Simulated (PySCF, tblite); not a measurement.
**C6H4BF2 radical: geometry, infrared bands and EPR parameters**

What infrared bands and EPR parameters should C6H4BF2 radical (`FB(F)c1cc[c]cc1`) show?

The runs use tblite 0.8.0 and PySCF 2.14.0, with density-fitted response routines of our own; the level of theory stands in each step. All values are computed, except where a source is named. Atoms are numbered from 0 throughout.

### 1 The starting structure

13 atoms, charge 0, multiplicity 2; geometry from: force field or distance geometry start.

Bonds of the start (Å): F0–B1 1.46, B1–F2 1.44, B1–C3 1.57, C3–C4 1.39, C4–C5 1.40, C5–C6 1.39, C6–C7 1.40, C7–C8 1.40, C8–C3 1.41, C4–H9 1.08, C5–H10 1.08, C7–H11 1.09, C8–H12 1.08.

### 2 Optimising the geometry with GFN2-xTB

What the job is given:

```
{"job": {"kind": "relax", "xc": "GFN2-xTB", "basis": "xTB"}, "charge": 0, "multiplicity": 2}
F      2.874000    -1.192800     0.640000
B      2.172500    -0.021000     0.120800
F      2.958100     1.118300    -0.287900
C      0.607700     0.000200     0.026700
C     -0.058900     1.123700    -0.453700
C     -1.459100     1.137900    -0.547300
C     -2.190400     0.028400    -0.138600
C     -1.528900    -1.099500     0.363900
C     -0.134000    -1.126800     0.446900
H      0.492500     1.997300    -0.779400
H     -1.970200     2.009100    -0.928600
H     -2.114500    -1.967000     0.677500
H      0.346900    -2.007300     0.842000
```

On the command line:

```console
OMP_NUM_THREADS=1 python probes_run.py task.json out
```

One launch serves the whole session: the jobs run in the order shown.

**Question.** This job is followed by: GFN2-xTB harmonic vibrations, gas phase; UKS B3LYP, pcH-1 on B C F H, non-relativistic, mean-field spin-orbit, GIAO. Predict these results of the whole session: strongest single infrared mode (GFN2-xTB); zero-point energy (GFN2-xTB); g(iso) (B3LYP); ⟨S²⟩; largest a(iso) (averaged by class); potential on the surface of density 0.002 e/bohr³, 1st and 99th percentile.

As calculated:

| quantity | value |
| --- | --- |
| strongest single infrared mode (GFN2-xTB) | 1290 cm⁻¹, 554 km/mol |
| zero-point energy (GFN2-xTB) | 52.5 kcal/mol |
| g(iso) (B3LYP) | 2.00225 |
| ⟨S²⟩ | 0.757 (exact 0.75) |
| largest a(iso) (averaged by class) | 13C on C6, 402.3 MHz |
| potential on the surface of density 0.002 e/bohr³, 1st and 99th percentile | -0.78 V and 1.54 V |

What this shows: Relaxing lowered the energy by 0.679 eV in 15 steps; the close pair that moved most is F0–B1, from 1.461 to 1.321 Å. No mode is imaginary among the 33: a minimum at this level. The strongest single mode, at 1290 cm⁻¹, moves mainly B1. GFN2-xTB is a fitted tight-binding method: band positions and strengths are rough. Its intensities can rank the bands wrongly. Most of the unpaired spin sits on C6 (1.01 e). The isotropic g lies 0.1 ppt below the free-electron value. The conformer search found further structures of the same energy, which may be mirror or relabelled copies of this one.
